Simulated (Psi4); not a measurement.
**CCSD/aug-cc-pVDZ run of BH2SOF (SMILES OB(F)S)**

Aim: the energy change on altering one bond length of BH2SOF at CCSD/aug-cc-pVDZ, from 2 runs. 

The calculation is run with Psi4 1.11.

1 further run of the same task is left out (it didn't finish).

**1. Starting point**

The species is BH2SOF (6 atoms), meant as a singlet with charge 0. As SMILES, `OB(F)S`. The shape is that of a GFN2-xTB optimisation. This is one conformer, not always the lowest.

Bond lengths: O1–B2 1.328 Å, B2–F3 1.342 Å, B2–S4 1.799 Å, O1–H5 0.958 Å, S4–H6 1.328 Å. Angles: O1–B2–F3 120.2°, O1–B2–S4 120.8°, F3–B2–S4 119.1°, B2–O1–H5 117.8°, B2–S4–H6 95.8°.

**2. The energy at CCSD/aug-cc-pVDZ**

The input, bfh2os.xyz:

```xyz
6
BFH2OS
O      1.262180     0.661290    -0.154460
B      0.132710    -0.021480    -0.005410
F      0.165960    -1.353650     0.149750
S     -1.457890     0.819010    -0.008680
H      2.085120     0.170590    -0.147620
H     -2.188080    -0.275760     0.166420
```

The input, bfh2os.py:

```python
import psi4

psi4.set_memory(1600000000)
psi4.set_num_threads(1)
psi4.set_output_file('run.log', False)

with open('bfh2os.xyz') as f:
    atoms = ''.join(f.readlines()[2:])
mol = psi4.geometry('0 1\n' + atoms + 'symmetry c1\nno_reorient\nno_com')

psi4.set_options({
    'basis': 'aug-cc-pVDZ',
    'puream': True,
    'e_convergence': 1e-09,
    'd_convergence': 1e-08,
    'scf_type': 'pk',
    'num_frozen_docc': 8,
})

E, wfn = psi4.energy('ccsd', molecule=mol, return_wfn=True)
print(f'ccsd energy: {E:.10f} Eh')
for k, v in sorted(psi4.core.scalar_variables().items()):
    print(f'{k:45s} {v:18.10f}')
```

Launch:

```bash
python bfh2os.py
```

run.log:

```text
[...]
  Running in c1 symmetry.
[...]
  Nuclear repulsion =  147.245742812104993
[...]
  Multiplicity = 1
[...]
  Nalpha       = 20
  Nbeta        = 20
[...]
    Number of basis functions: 114
[...]
   @RHF iter   1:  -597.74267189397744   -7.45220e-01   4.60742e-03 DIIS/ADIIS
[...]
   @RHF iter  12:  -597.86086128790794   -3.52429e-12   3.72623e-09 DIIS
[...]
    Orbital Energies [Eh]
    ---------------------
    Doubly Occupied:
       1A    -91.961723     2A    -26.319525     3A    -20.605233
       4A     -8.966882     5A     -7.723231     6A     -6.648962
       7A     -6.647658     8A     -6.645987     9A     -1.627996
      10A     -1.408284    11A     -0.998772    12A     -0.806700
      13A     -0.773257    14A     -0.704377    15A     -0.690872
      16A     -0.594000    17A     -0.568805    18A     -0.566783
      19A     -0.478667    20A     -0.395451
[...]
  @RHF Final Energy:  -597.86086128790794
   => Energetics <=
    Nuclear Repulsion Energy =            147.2457428121049929
    One-Electron Energy =               -1119.9468805219555634
    Two-Electron Energy =                 374.8402764219427468
    Total Energy =                       -597.8608612879079374
[...]
 Multipole Moments:
 ------------------------------------------------------------------------------------
     Multipole            Electronic (a.u.)      Nuclear  (a.u.)        Total (a.u.)
 ------------------------------------------------------------------------------------
 L = 1.  Multiply by 2.5417464519 to convert [e a0] to [Debye]
 Dipole X            :         21.5359166          -21.1168769            0.4190398
 Dipole Y            :        -11.6968061           11.3365804           -0.3602257
 Dipole Z            :          0.0830920           -0.0662538            0.0168382
 Magnitude           :                                                    0.5528475
[...]
      * MP2 total energy                      = -598.484708721010179
[...]
      * CCSD total energy                     = -598.509211545895823
```

Standard output:

```text
ccsd energy: -598.5092115459 Eh
CC D1 DIAGNOSTIC                                    0.0458231932
CC D2 DIAGNOSTIC                                    0.1503458769
CC NEW D1 DIAGNOSTIC                                0.0458231932
CC T1 DIAGNOSTIC                                    0.0137202239
CCSD CORRELATION ENERGY                            -0.6483502580
CCSD DOUBLES ENERGY                                -0.6483502580
CCSD ITERATIONS                                    16.0000000000
CCSD OPPOSITE-SPIN CORRELATION ENERGY              -0.4971152652
CCSD SAME-SPIN CORRELATION ENERGY                  -0.1512349927
CCSD SINGLES ENERGY                                 0.0000000000
CCSD TOTAL ENERGY                                -598.5092115459
CURRENT CORRELATION ENERGY                         -0.6483502580
CURRENT ENERGY                                   -598.5092115459
CURRENT REFERENCE ENERGY                         -597.8608612879
DD SOLVATION ENERGY                                 0.0000000000
HF KINETIC ENERGY                                 597.8088726806
HF POTENTIAL ENERGY                             -1195.6697339685
HF TOTAL ENERGY                                  -597.8608612879
HF VIRIAL RATIO                                     2.0000869653
MP2 CORRELATION ENERGY                             -0.6238474331
MP2 DOUBLES ENERGY                                 -0.6238474331
MP2 OPPOSITE-SPIN CORRELATION ENERGY               -0.4573210362
MP2 SAME-SPIN CORRELATION ENERGY                   -0.1665263969
MP2 SINGLES ENERGY                                 -0.0000000000
MP2 TOTAL ENERGY                                 -598.4847087210
NUCLEAR REPULSION ENERGY                          147.2457428121
ONE-ELECTRON ENERGY                             -1119.9468805220
PCM POLARIZATION ENERGY                             0.0000000000
PE ENERGY                                           0.0000000000
SCF ITERATION ENERGY                             -597.8608612879
SCF ITERATIONS                                     12.0000000000
SCF TOTAL ENERGY                                 -597.8608612879
TWO-ELECTRON ENERGY                               374.8402764219
```

It took 1.7 min on 1 thread of AMD EPYC 7R43 (Zen 3), shared host; peak memory 1.4 GiB.

**3. The distorted shape, same level**

The input, bfh2os.xyz:

```xyz
6
BFH2OS
O      3.170878    -0.347286    -0.150536
B      2.041408    -1.030056    -0.001486
F      2.074658    -2.362226     0.153674
S     -1.457890     0.819010    -0.008680
H      3.993818    -0.837986    -0.143696
H     -2.188080    -0.275760     0.166420
```

The input, run_ase.py:

```python
import numpy as np
from ase.calculators.psi4 import Psi4
from ase.io import read

atoms = read('bfh2os.xyz')
calc = Psi4(atoms=atoms, method='ccsd', basis='aug-cc-pVDZ', memory='1600MB', num_threads=1, charge=0, multiplicity=1, label='calc', reference='rhf')
calc.psi4.set_options({'puream': True, 'e_convergence': 1e-09, 'd_convergence': 1e-08, 'scf_type': 'pk', 'num_frozen_docc': 8})
atoms.calc = calc

print(f'energy: {atoms.get_potential_energy():.6f} eV')
```

Launch:

```bash
python run_ase.py
```

calc.dat:

```text
[...]
  Running in c1 symmetry.
[...]
  Nuclear repulsion =  109.101112098861549
[...]
  Multiplicity = 1
[...]
  Nalpha       = 20
  Nbeta        = 20
[...]
    Number of basis functions: 114
[...]
   @RHF iter   1:  -597.39096283990671   -1.06344e+00   5.23220e-03 DIIS/ADIIS
[...]
   @RHF iter  14:  -597.62674970509363   -7.38964e-12   4.47098e-09 DIIS
[...]
    Orbital Energies [Eh]
    ---------------------
    Doubly Occupied:
       1A    -91.946433     2A    -26.399109     3A    -20.677757
       4A     -8.942916     5A     -7.859441     6A     -6.624060
       7A     -6.623446     8A     -6.620754     9A     -1.697796
      10A     -1.474565    11A     -0.894625    12A     -0.875160
      13A     -0.837385    14A     -0.765723    15A     -0.757034
      16A     -0.654638    17A     -0.626053    18A     -0.494891
      19A     -0.340335    20A     -0.294733
[...]
  @RHF Final Energy:  -597.62674970509363
   => Energetics <=
    Nuclear Repulsion Energy =            109.1011120988615488
    One-Electron Energy =               -1042.6420198219477697
    Two-Electron Energy =                 335.9141580179925768
    Total Energy =                       -597.6267497050936299
[...]
 Multipole Moments:
 ------------------------------------------------------------------------------------
     Multipole            Electronic (a.u.)      Nuclear  (a.u.)        Total (a.u.)
 ------------------------------------------------------------------------------------
 L = 1.  Multiply by 2.5417464519 to convert [e a0] to [Debye]
 Dipole X            :          4.5615811           -2.2420837            2.3194974
 Dipole Y            :         -3.4444902            2.1907626           -1.2537276
 Dipole Z            :          0.1306830           -0.1232287            0.0074544
 Magnitude           :                                                    2.6366564
[...]
      * MP2 total energy                      = -598.290476040772319
[...]
      * CCSD total energy                     = -598.327454257864360
```

On the terminal:

```text
energy: -16281.319327 eV
```

It took 3 min on 1 thread of AMD EPYC 7R43 (Zen 3), shared host; peak memory 1.4 GiB.

**4. What came out**

Level: CCSD/aug-cc-pVDZ, 8 core orbitals frozen.

| quantity | value |
| --- | --- |
| first shape: total energy | -598.50921 Eh |
| first shape: HOMO energy (Hartree–Fock orbitals) | -10.76 eV |
| first shape: LUMO energy (Hartree–Fock orbitals) | 0.92 eV |
| first shape: HOMO–LUMO gap (Hartree–Fock orbitals) | 11.68 eV |
| first shape: correlation energy (8 core orbitals frozen) | -648.4 mEh |
| first shape: T1 diagnostic | 0.014 |
| distorted shape: total energy | -598.32745 Eh |
| distorted shape: HOMO energy (Hartree–Fock orbitals) | -8.02 eV |
| distorted shape: LUMO energy (Hartree–Fock orbitals) | -2.30 eV |
| distorted shape: HOMO–LUMO gap (Hartree–Fock orbitals) | 5.72 eV |
| distorted shape: correlation energy (8 core orbitals frozen) | -700.7 mEh |
| distorted shape: T1 diagnostic | 0.044 |
| energy change with the B2–S4 bond stretched from 1.799 to 3.958 Å | 4.946 eV |

In words: With the B2–S4 bond stretched from 1.799 to 3.958 Å the energy rises by 4.95 eV (477 kJ/mol). The first shape isn't relaxed at this level, so the change isn't measured from a minimum. The T1 diagnostic (distorted shape) of 0.044 is above the customary mark for such species, so a single reference may not serve.
